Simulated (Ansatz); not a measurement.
# C3H10Si (trimethylsilane) at 6 levels

We compute a comparison of 6 runs (HF/cc-pVDZ, B3LYP/6-31G*, B2PLYP/cc-pVDZ, wB97X/cc-pVDZ, RPA@PBE/cc-pVDZ, CCSD/cc-pVDZ) of C3H10Si (trimethylsilane). 

The results are computed with Ansatz 0.2.0.

46 further runs of the same task are left out: 1 that didn't finish, 45 set aside as unsound or not needed.

### Step 1. The structure to begin with

C3H10Si: 14 atoms, total charge 0, spin state singlet. As SMILES, `C[SiH](C)C`. One bond was lengthened or shortened from a relaxed shape.

Bond lengths: C1–Si2 2.155 Å, Si2–C3 1.874 Å, Si2–C4 1.874 Å, C1–H5 1.093 Å, C1–H6 1.093 Å, C1–H7 1.094 Å, Si2–H8 1.494 Å, C3–H9 1.094 Å, C3–H10 1.093 Å, C3–H11 1.093 Å, C4–H12 1.093 Å, C4–H13 1.094 Å, C4–H14 1.093 Å. Some angles: C1–Si2–C3 110.3°, C1–Si2–C4 110.3°, C3–Si2–C4 110.3°, C1–Si2–H8 108.6°, C3–Si2–H8 108.6°, C4–Si2–H8 108.6°, Si2–C1–H5 111.2°, Si2–C1–H6 111.1°, Si2–C1–H7 110.9°, Si2–C3–H9 110.9°.

### Step 2. A single-point energy at HF/cc-pVDZ (run 1)

The input, job.yaml:

```yaml
crystal:
  periodic: [false, false, false]
  atoms:
    - {symbol: C, position_ang: [-1.049487, 1.247157, -1.246466]}
    - {symbol: Si, position_ang: [-0.338800, -0.014600, 0.348900]}
    - {symbol: C, position_ang: [1.239400, 0.684100, 1.077800]}
    - {symbol: C, position_ang: [-0.051300, -1.756700, -0.277600]}
    - {symbol: H, position_ang: [-1.980787, 0.861757, -1.668966]}
    - {symbol: H, position_ang: [-1.238587, 2.263257, -0.891166]}
    - {symbol: H, position_ang: [-0.314287, 1.305857, -2.053966]}
    - {symbol: H, position_ang: [-1.379500, -0.059300, 1.420400]}
    - {symbol: H, position_ang: [2.029000, 0.733500, 0.322800]}
    - {symbol: H, position_ang: [1.601800, 0.063500, 1.901200]}
    - {symbol: H, position_ang: [1.081800, 1.694100, 1.464300]}
    - {symbol: H, position_ang: [-0.968800, -2.184000, -0.689800]}
    - {symbol: H, position_ang: [0.706900, -1.767300, -1.065700]}
    - {symbol: H, position_ang: [0.291900, -2.413100, 0.526000]}
basis:
  gaussian: {orbitals: cc-pVDZ}
hamiltonian: {xc: hf}
accuracy: high
output: {orbitals: {seedname: orbitals}}
```

Started as:

```sh
$ ansatz run job.yaml --threads 1 --pin off --max-ram 3480MiB --events-out events.jsonl --progress --plain --runs-dir runs
```

Output:

```text
Warning: RAYON_NUM_THREADS=1 ignored (pool sized by the plan → 1); use --threads N
Functional definition: HF
  name "HF"
  exchange = exact_x
  correlation = 0
2695 factors; integrals over basis functions are off by at most 4.0e-9 eV
mean field evaluation 1: about -11109.2319 eV, gradient 3.2e1 eV
mean field evaluation 2: about -11109.3126 eV, gradient 3.2e1 eV
mean field evaluation 4: about -11112.3192 eV, gradient 2.8e0 eV
mean field evaluation 8: about -11112.3534 eV, gradient 1.0e-1 eV
mean field -11112.35341096 eV, -408.3714556289 hartree, gradient 2.5e-8 eV, S^2 0.000000; 0 other end points of the search recorded, 0 dependent functions left out
reference -11112.35341096 eV, -408.3714556289 hartree; 21, 21 occupied and 89, 89 virtual orbitals, 2695 factors
Total energy: -11112.35341096 eV, -408.3714556289 hartree
```

It took 5.4 s on 1 thread of Arm Neoverse V1, shared host; peak memory 0.38 GiB.

### Step 3. A single-point energy at B3LYP/6-31G(d) (spherical functions) (run 2)

job.yaml: that of step 2 with these lines changed.

```diff
@@ -18,5 +18,5 @@
 basis:
-  gaussian: {orbitals: cc-pVDZ}
-hamiltonian: {xc: hf}
+  gaussian: {orbitals: 6-31G_st_-spherical.json}
 accuracy: high
 output: {orbitals: {seedname: orbitals}}
+hamiltonian: {xc: {name: B3LYP}}
```

The basis set 6-31G* is read from a file made from the Basis Set Exchange's data (not shown).

Started as:

```sh
$ ansatz run job.yaml --threads 1 --pin off --max-ram 3480MiB --events-out events.jsonl --progress --plain --runs-dir runs
```

Output:

```text
Warning: RAYON_NUM_THREADS=1 ignored (pool sized by the plan → 1); use --threads N
Functional definition: B3LYP
  name "B3LYP"
  parameter a0 = 0.2
  parameter ax = 0.72
  parameter ac = 0.81
  exchange = (1 - a0 - ax)*slater_x + ax*b88_x + a0*exact_x
  correlation = (1 - ac)*vwn_rpa_c + ac*lyp_c
2024 factors; integrals over basis functions are off by at most 3.8e-9 eV
mean field evaluation 1: about -11141.4586 eV, gradient 6.7e1 eV
mean field evaluation 2: about -11137.0378 eV, gradient 7.5e1 eV
mean field evaluation 4: about -11152.2251 eV, gradient 2.1e0 eV
mean field evaluation 8: about -11152.4664 eV, gradient 1.2e-1 eV
mean field evaluation 16: about -11152.4664 eV, gradient 6.8e-6 eV
mean field -11152.46641366 eV, -409.8455812887 hartree, gradient 7.7e-8 eV, S^2 0.000000; 0 other end points of the search recorded, 0 dependent functions left out
reference -11152.46645429 eV, -409.8455827818 hartree; 21, 21 occupied and 59, 59 virtual orbitals, 2024 factors
Total energy: -11152.46645429 eV, -409.8455827818 hartree
```

Wall time 9 s (1 thread of Arm Neoverse V1, shared host); peak memory 0.29 GiB.

Runs 3 to 4 aren't shown in full; the table further down has their settings and results.

### Step 4. A single-point energy at RPA@PBE/cc-pVDZ (run 5)

The input, run.yaml:

```yaml
crystal:
  periodic: [false, false, false]
  atoms:
    - {symbol: C, position_ang: [-1.049487, 1.247157, -1.246466]}
    - {symbol: Si, position_ang: [-0.338800, -0.014600, 0.348900]}
    - {symbol: C, position_ang: [1.239400, 0.684100, 1.077800]}
    - {symbol: C, position_ang: [-0.051300, -1.756700, -0.277600]}
    - {symbol: H, position_ang: [-1.980787, 0.861757, -1.668966]}
    - {symbol: H, position_ang: [-1.238587, 2.263257, -0.891166]}
    - {symbol: H, position_ang: [-0.314287, 1.305857, -2.053966]}
    - {symbol: H, position_ang: [-1.379500, -0.059300, 1.420400]}
    - {symbol: H, position_ang: [2.029000, 0.733500, 0.322800]}
    - {symbol: H, position_ang: [1.601800, 0.063500, 1.901200]}
    - {symbol: H, position_ang: [1.081800, 1.694100, 1.464300]}
    - {symbol: H, position_ang: [-0.968800, -2.184000, -0.689800]}
    - {symbol: H, position_ang: [0.706900, -1.767300, -1.065700]}
    - {symbol: H, position_ang: [0.291900, -2.413100, 0.526000]}
basis:
  gaussian:
    orbitals: cc-pVDZ
hamiltonian:
  xc: pbe
correlation:
  method: rpa
  frozen_orbitals: {C: 1, H: 0, Si: 5}
accuracy: high
```

Started as:

```sh
$ ansatz run run.yaml --threads 1 --pin off --max-ram 3480MiB --events-out events.jsonl --progress --plain --runs-dir runs
```

Output:

```text
Warning: RAYON_NUM_THREADS=1 ignored (pool sized by the plan → 1); use --threads N
Functional definition: PBE
  name "PBE"
  parameter kappa = 0.804
  parameter beta = 0.06672455060314922
  exchange = pbe_x(kappa = kappa, mu = beta*pi^2/3)
  correlation = pbe_c(beta = beta)
2695 factors; integrals over basis functions are off by at most 4.0e-9 eV
mean field evaluation 1: about -11125.7924 eV, gradient 8.4e1 eV
mean field evaluation 2: about -11125.7758 eV, gradient 8.4e1 eV
mean field evaluation 4: about -11142.6912 eV, gradient 1.0e1 eV
mean field evaluation 8: about -11143.0275 eV, gradient 2.7e-1 eV
mean field evaluation 16: about -11143.0284 eV, gradient 1.8e-5 eV
mean field -11143.02836377 eV, -409.4987393528 hartree, gradient 3.7e-8 eV, S^2 0.000000; 0 other end points of the search recorded, 0 dependent functions left out
8 core orbitals not correlated: weight in the atoms' cores, before any rotation towards them, 1.000 or more for the frozen orbitals, at most 0.000 for the correlated occupied ones
reference -11111.53455088 eV, -408.3413630764 hartree; 13, 13 occupied and 89, 89 virtual orbitals, 2695 factors
Total energy: -11137.61482888 eV, -409.2997956148 hartree
```

It took 20 s on 1 thread of Arm Neoverse V1, shared host; peak memory 0.5 GiB.

### Step 5. The energy at CCSD/cc-pVDZ (run 6)

The input, in.yaml:

```yaml
crystal:
  periodic: [false, false, false]
  atoms:
    - {symbol: C, position_ang: [-1.049487, 1.247157, -1.246466]}
    - {symbol: Si, position_ang: [-0.338800, -0.014600, 0.348900]}
    - {symbol: C, position_ang: [1.239400, 0.684100, 1.077800]}
    - {symbol: C, position_ang: [-0.051300, -1.756700, -0.277600]}
    - {symbol: H, position_ang: [-1.980787, 0.861757, -1.668966]}
    - {symbol: H, position_ang: [-1.238587, 2.263257, -0.891166]}
    - {symbol: H, position_ang: [-0.314287, 1.305857, -2.053966]}
    - {symbol: H, position_ang: [-1.379500, -0.059300, 1.420400]}
    - {symbol: H, position_ang: [2.029000, 0.733500, 0.322800]}
    - {symbol: H, position_ang: [1.601800, 0.063500, 1.901200]}
    - {symbol: H, position_ang: [1.081800, 1.694100, 1.464300]}
    - {symbol: H, position_ang: [-0.968800, -2.184000, -0.689800]}
    - {symbol: H, position_ang: [0.706900, -1.767300, -1.065700]}
    - {symbol: H, position_ang: [0.291900, -2.413100, 0.526000]}
basis:
  gaussian:
    orbitals: cc-pVDZ
correlation:
  method: ccsd
  frozen_orbitals: {C: 1, H: 0, Si: 5}
accuracy: high
magnetization:
  spin_polarized: false
  initial_magnetization: 0
scf:
  omitted_lower_state_checks: [cluster_reference, increment]
```

Started as:

```sh
$ ansatz run in.yaml --threads 1 --pin off --max-ram 3480MiB --events-out events.jsonl --progress --plain --runs-dir runs
```

Output:

```text
Warning: RAYON_NUM_THREADS=1 ignored (pool sized by the plan → 1); use --threads N
[... 11 lines left out ...]
8 core orbitals not correlated: weight in the atoms' cores, before any rotation towards them, 1.000 or more for the frozen orbitals, at most 0.000 for the correlated occupied ones
[... 21 lines left out ...]
Total energy: -11129.06651421 eV, -408.9856508450 hartree
Checks for a lower state left out: cluster_reference, increment
```

Run time: 32 s. Hardware: 1 thread of Arm Neoverse V1, shared host; peak memory 0.99 GiB.

### Step 6. All runs side by side

| run | level | frozen core orbitals | energy (Eh) | HOMO energy (eV) | LUMO energy (eV) | HOMO–LUMO gap (eV) | wall time |
| --- | --- | --- | --- | --- | --- | --- | --- |
| 1 | HF/cc-pVDZ | – | -408.371456 | -10.71 | 4.60 | 15.31 | 5.4 s |
| 2 | B3LYP/6-31G* (spherical functions) | – | -409.845583 | -7.48 | 1.75 | 9.23 | 9 s |
| 3 | B2PLYP/cc-pVDZ | 8 | -409.553048 | -8.88 | 2.70 | 11.57 | 20 s |
| 4 | wB97X/cc-pVDZ | – | -409.800972 | -10.18 | 3.77 | 13.95 | 42 s |
| 5 | RPA@PBE/cc-pVDZ | 8 | -409.299796 | – | – | – | 20 s |
| 6 | CCSD/cc-pVDZ | 8 | -408.985651 | – | – | – | 32 s |

### Step 7. What came out

| quantity | value |
| --- | --- |
| run 6: total energy | -408.98565 Eh |
| run 6: correlation energy (8 core orbitals frozen) | -614.2 mEh |
| run 6: T1 diagnostic | 0.008 |

In words: Over runs 1, 2, 3, 4 the HOMO–LUMO gap runs from 9.23 eV (B3LYP/6-31G*) to 15.31 eV (HF/cc-pVDZ). The two ends differ in method and basis. Totals of different functionals can't be ranked against each other. All runs together took 2.2 min, the longest 42 s.
